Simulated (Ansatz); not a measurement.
HPbNO4: band structure with revPBE

HPbNO4:

```xyz
14
Lattice="6.8588 0.0000 0.0000 0.0000 4.2287 0.0000 -3.3910 0.0000 7.2746" Properties=species:S:1:pos:R:3 pbc="T T T"
H    -0.1737    3.1715    3.6904
H     3.6414    1.0572    3.5842
Pb    1.1071    1.0572    2.0728
Pb    2.3607    3.1715    5.2018
N    -1.3602    3.1715    6.0792
N     4.8280    1.0572    1.1954
O     0.7313    3.1715    3.2982
O    -0.1410    3.1715    6.3217
O    -2.2099    3.1715    7.0227
O    -1.7846    3.1715    4.8707
O     2.7365    1.0572    3.9764
O     3.6087    1.0572    0.9529
O     5.6777    1.0572    0.2519
O     5.2524    1.0572    2.4039
```

The cell was built by a generator and needn't be a form met in nature.

```
Program                             : Ansatz 0.2.0
Task                                : band structure
Functional                          : revPBE
Potentials or basis                 : Ansatz PAW
Cutoff                              : 420 eV (not typed: the program's choice for these potentials)
k mesh                              : 5 × 6 × 4
Occupations                         : fermi-dirac, width 0.05 eV
Spin                                : no spin polarisation
Path                                : [["G", "Y", "H", "C", "E", "M1", "A", "X", "H1"], ["M", "D", "Z"], ["Y", "D"]]
Points for each segment of the path : 10
```

```json
{
  "Pressure": "2.0 GPa",
  "Largest force": "0.201 eV/Å",
  "Band gap on the k mesh": "3.15 eV, indirect (least direct gap 3.35 eV)",
  "Band gap along the path": "3.13 eV, indirect (least direct gap 3.34 eV)"
}
```

Forces in eV/Å, atoms in the order of the input:
```
H    0.098  0.000 -0.047
H   -0.098  0.000  0.047
Pb  -0.004  0.000 -0.037
Pb   0.004  0.000  0.037
N   -0.010  0.000 -0.022
N    0.010  0.000  0.022
O   -0.114  0.000  0.033
O    0.188  0.000  0.044
O   -0.131  0.000  0.152
O   -0.058  0.000 -0.177
O    0.114  0.000 -0.033
O   -0.188  0.000 -0.044
O    0.131  0.000 -0.152
O    0.058  0.000  0.177
```

Stress tensor (GPa, compression positive):
```
2.18 0.00 0.05
0.00 1.47 0.00
0.05 0.00 2.21
```

Levels at the corners of the path, in eV from the valence-band top:
| point | band 40 | band 41 | band 42 | band 43 | band 44 | band 45 | band 46 | band 47 | band 48 | band 49 |
| --- | --- | --- | --- | --- | --- | --- | --- | --- | --- | --- |
| Γ | -1.44 | -1.28 | -0.33 | -0.31 | -0.06 | 3.30 | 3.94 | 4.32 | 4.34 | 5.72 |
| Y | -1.42 | -1.30 | -0.40 | -0.20 | -0.20 | 3.36 | 3.82 | 4.28 | 4.32 | 5.35 |
| H | -1.29 | -1.22 | -0.58 | -0.28 | -0.12 | 3.54 | 3.71 | 4.14 | 4.44 | 5.16 |
| C | -1.30 | -1.21 | -0.67 | -0.28 | 0.00 | 3.48 | 3.76 | 3.95 | 4.35 | 5.52 |
| E | -1.36 | -0.65 | -0.65 | -0.13 | -0.13 | 3.52 | 3.52 | 4.67 | 4.67 | 5.59 |
| M1 | -1.43 | -0.66 | -0.66 | -0.13 | -0.13 | 3.48 | 3.48 | 4.57 | 4.57 | 5.65 |
| A | -1.43 | -0.65 | -0.65 | -0.11 | -0.11 | 3.48 | 3.48 | 4.38 | 4.38 | 5.66 |
| X | -1.29 | -1.29 | -0.45 | -0.32 | -0.28 | 3.64 | 3.65 | 4.35 | 4.52 | 4.96 |
| H1 | -1.29 | -1.22 | -0.58 | -0.28 | -0.12 | 3.54 | 3.71 | 4.14 | 4.44 | 5.16 |
| M | -1.43 | -0.66 | -0.66 | -0.13 | -0.13 | 3.48 | 3.48 | 4.57 | 4.57 | 5.65 |
| D | -1.32 | -0.67 | -0.67 | -0.24 | -0.24 | 3.33 | 3.33 | 4.89 | 4.89 | 5.79 |
| Z | -1.27 | -0.62 | -0.62 | -0.26 | -0.26 | 3.37 | 3.37 | 4.79 | 4.79 | 5.75 |
| Y | -1.42 | -1.30 | -0.40 | -0.20 | -0.20 | 3.36 | 3.82 | 4.28 | 4.32 | 5.35 |
| D | -1.32 | -0.67 | -0.67 | -0.24 | -0.24 | 3.33 | 3.33 | 4.89 | 4.89 | 5.79 |

It took 16 s on 8 threads of Arm Neoverse V1 (shared host), peak memory 1.5 GiB.

Caveat: the pressure holds a Pulay correction of +0.5 GPa for the finite cutoff; spin-orbit coupling is left out, which as a rule narrows the gap of such compounds by several tenths of an eV; the PAW data sets come from PBE, with cores solved anew for the run's functional, which leaves a small shift of forces and pressure. Expect the measured gap to be larger: semilocal functionals such as revPBE lack the derivative discontinuity.
